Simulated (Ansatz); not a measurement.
**CuCl+ (quartet): wave-function methods side by side, def2-QZVPP**

The task here is to estimate one member of a computed series from the others.

Program: Ansatz 0.2.0, Gaussian basis. Level of theory: def2-QZVPP, core rule «outside noble gas», up to 14 orbitals frozen. These are calculated values, not measurements.

To be run: UHF; ROHF; CCSD(T) on UHF.

2 further runs of the same task are left out: 2 set aside as unsound or not needed.

## The system

The geometry is a PBE0/def2-TZVP stationary point (not a proven minimum) of the parent state, kept for this charge and spin.

2 atoms, charge 1, spin multiplicity 4.

Atoms are counted from 1 here; the program's logs count them from 0.

Bond lengths: Cu1–Cl2 2.141 Å.

The first run:

File in.yaml:

```yaml
crystal:
  periodic: [false, false, false]
  atoms:
    - {symbol: Cu, position_ang: [0.000000, 0.000000, 0.000000]}
    - {symbol: Cl, position_ang: [0.000000, 0.000000, 2.140600]}
basis:
  gaussian: {orbitals: "def2-QZVPP.json"}
total_charge: 1
magnetization: {spin_polarized: true, initial_magnetization: 3}
hamiltonian: {xc: hf}
output: {orbitals: {seedname: orbitals}}
```

Launch:

```
> ansatz run in.yaml --threads 1 --pin off --events-out ev --progress --plain --max-ram 3968MiB --backend cpu
```

Among the steps run: UHF; ROHF; CCSD(T) on UHF.

One table of the session follows, with a row left open; its other results are not shown here.

It belongs to the step «Misses and costs». 

| method | from UCCSD(T) (kcal/mol) |
| --- | --- |
| ROHF | +373.60 |
| UHF | ? |
| UMP2 | +10.83 |
| UCCSD | +12.98 |
| UCCSD(T) | 0 |

**Question.** Estimate the row for UHF.

As computed: from UCCSD(T) (kcal/mol): +367.47. In the column «from UCCSD(T) (kcal/mol)» it lies between UCCSD (+12.98) and ROHF (+373.60).
